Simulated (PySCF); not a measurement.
# A diatomic session: SiI+

Aim: find the lowest electronic state of SiI+, scan its bond at several levels of theory, and get bond length, wavenumber and dissociation energy from each curve.

The runs use PySCF 2.14.0; Si cc-pV(D+d)Z, I cc-pVDZ-PP with ECP28, scalar-relativistic core potentials.

## 1. The job

The job is set up so:

| Quantity | Value |
| --- | --- |
| atoms | Si, I |
| charge | 1 |
| basis | Si cc-pV(D+d)Z, I cc-pVDZ-PP with ECP28 |
| Hamiltonian | scalar-relativistic core potentials |
| basis functions | 46 |
| electrons treated | 38 |
| masses in u | 27.9769, 126.9045 |
| levels | PBE0, PBE, r²SCAN, PW91, TPSS, BLYP, CAM-B3LYP, HF, MP2, SCS-MP2, CCSD, CCSD(T) |
| grid | 80 radial by 434 angular points |
| occupations | held fixed by the projection of orbital angular momentum |
| dissociation limit | Si+ + I, each in its ground configuration |
| starting distance in angstrom | 2.525 |
| values of 2S to try | 0, 2 |

The run is started by

```bash
OMP_NUM_THREADS=1 python dia.py task.json out
```

After this run come: PBE0 along the bond; Excited determinants; PBE (GGA); r²SCAN; PW91; TPSS (meta-GGA); BLYP (GGA); CAM-B3LYP; RHF; Correlated methods on the Hartree–Fock reference.

Before running it: what results should come out? Wanted: for each run, Re; ωe; De; μ.

The runs gave:

Lowest PBE0 solution found, without spin–orbit coupling: ¹Σ⁺ (singlet), closed shell. State 2 has its PBE0 minimum 2.70 eV higher. The other levels ran on the lowest alone.

| level | Re (Å) | ωe (cm⁻¹) | De (eV) | μ (D) |
| --- | --- | --- | --- | --- |
| RHF | 2.325 | 465 | 2.50 | -5.64 |
| RHF-MP2 | 2.331 | 467 | 3.88 | n/a |
| RHF-SCS-MP2 | 2.333 | 464 | 3.72 | n/a |
| RHF-CCSD | 2.335 | 459 | 3.63 | n/a |
| RHF-CCSD(T) | 2.345 | 448 | 3.83 | n/a |
| PBE | 2.352 | 433 | 4.50 | -4.73 |
| PW91 | 2.351 | 433 | 4.52 | -4.74 |
| BLYP | 2.374 | 415 | 4.23 | -4.91 |
| TPSS | 2.346 | 437 | 4.34 | -4.72 |
| r²SCAN | 2.338 | 446 | 4.30 | -4.79 |
| PBE0 | 2.327 | 456 | 4.19 | -4.91 |
| CAM-B3LYP | 2.322 | 461 | 3.88 | -5.07 |

De is counted to Si+ + I in their ground configurations. A positive dipole points from Si to I; in an ion it is taken about the centre of mass and does not tell which atom is negative.

The methods spread over 0.053 Å in bond length, from CAM-B3LYP to BLYP. Among the levels with a De in the table, it runs from 2.50 eV (RHF) to 4.52 eV (PW91).

Correlated steps freeze 9 core orbitals. Spin–orbit coupling is left out, which matters for elements this heavy, above all for dissociation energies. T1 is 0.021 near the minimum (highest on the curve 0.038), which may point to more than one leading configuration.
